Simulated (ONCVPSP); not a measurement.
# An ONCV potential for Rb, from input to tests

Do these settings give a usable potential? It is generated, then checked for transferability, scattering, ghosts and hardness.

The numbers are computed with ONCVPSP 4.0.1 (PBE, scalar-relativistic, spin-unpolarised reference atom).

## Step 1: Settings

The settings as typed:

```json
{"element": "rubidium (Rb, Z = 37)", "type": "optimised norm-conserving Vanderbilt (ONCV)", "frozen core": "[Ar] 3d10", "valence charge": "9", "reference configuration": "4s2 4p6 5s1", "partial waves": "4s+5s: rc 1.95 bohr, ncon 3, nbas 8, qcut 6.5 1/bohr, 2 projectors; 4p: rc 2.25 bohr, ncon 4, nbas 8, qcut 6 1/bohr, 2 projectors, debl 2.8 Ha; d scattering state at 0.28 Ha: rc 1.70 bohr, ncon 4, nbas 7, qcut 5.8 1/bohr, 2 projectors, debl 1 Ha", "local potential": "polynomial inside 1.35 bohr (lpopt 1, dvloc0 0 Ha)", "core correction": "not asked for"}
```

The outer shells as boxes (Hund's rule for the drawing; the calculation is spin-unpolarised):

```
[Ar] core
3d [↑↓][↑↓][↑↓][↑↓][↑↓]
4s [↑↓]
4p [↑↓][↑↓][↑↓]
5s [↑ ]
```

An earlier all-electron run gives the scale for the radii.

All-electron outer shells of the reference configuration (PBE, scalar-relativistic, ld1.x):

| shell | level (eV) | outermost node (bohr) | outermost maximum (bohr) |
| --- | --- | --- | --- |
| 3d | -103.96 | – | 0.39 |
| 4s | -31.89 | 0.62 | 1.25 |
| 4p | -15.96 | 0.64 | 1.42 |
| 5s | -2.23 | 1.79 | 4.38 |
| 5p | -0.75 | 2.21 | 6.21 |

## Step 2: Generating the potential

Input file Rb.dat:

```
# ATOM AND REFERENCE CONFIGURATION
# atsym  z   nc   nv     iexc    psfile
  Rb 37.00    6    3        4      upf
#
#   n    l    f
    1    0    2.00
    2    0    2.00
    2    1    6.00
    3    0    2.00
    3    1    6.00
    3    2   10.00
    4    0    2.00
    4    1    6.00
    5    0    1.00
#
# PSEUDOPOTENTIAL AND OPTIMIZATION
# lmax
    2
#
#   l,   rc,      ep,       ncon, nbas, qcut
    0    1.95    0.00    3    8    6.50
    1    2.25    0.00    4    8    6.00
    2    1.70    0.28    4    7    5.80
#
# LOCAL POTENTIAL
# lloc, lpopt,  rc(5),   dvloc0
    4    1    1.35    0.00
#
# VANDERBILT-KLEINMAN-BYLANDER PROJECTORs
# l, nproj, debl
    0    2    2.80
    1    2    2.80
    2    2    1.00
#
# MODEL CORE CHARGE
# icmod, fcfact, rcfact
    0    0.00    0.00
#
# LOG DERIVATIVE ANALYSIS
# epsh1, epsh2, depsh
   -3.00    5.00    0.02
#
# OUTPUT GRID
# rlmax, drl
    6.00    0.01
#
# TEST CONFIGURATIONS
# ncnf
    4
# nvcnf
#   n    l    f
    3
    4    0    2.00
    4    1    6.00
    5    0    0.00
#
    3
    4    0    2.00
    4    1    6.00
    5    0    0.50
#
    4
    4    0    2.00
    4    1    6.00
    5    0    0.00
    5    1    1.00
#
    3
    4    0    1.00
    4    1    6.00
    5    0    1.00
#
```

The run is started by

```
oncvpsp.x < Rb.dat > Rb.out
```

**Question.** What will these runs give? Wanted: cutoffs for 1 and 0.1 mHa per electron, occupied waves; bound ghosts; GHOST(+) flags; largest test error; largest phase difference near zero energy, channels read.

As calculated:

| quantity | value |
| --- | --- |
| cutoffs for 1 and 0.1 mHa per electron, occupied waves | 13 Ha and 16 Ha |
| bound ghosts | none found |
| GHOST(+) flags | s at 176 eV |
| largest test error (AE − PS) | -14 meV, for 4s1 4p6 5s1 |
| largest phase difference near zero energy, channels read | 0.001 rad |

The worst unpolarised test, 4s1 4p6 5s1, is off by 14 meV on 37.7 eV; by total energies transferability rates as good. By its cutoff, 13 Ha for the looser tolerance, it is soft on the atom at that tolerance. At the looser tolerance the 4s wave is the slowest; 5s needs 10 Ha. No bound ghost shows below the valence levels. Near zero energy the phases of the channels with partial waves agree within 0.001 rad. The program also flags highly localised states, GHOST(+) (s). All of this concerns the isolated atom, not yet a solid.
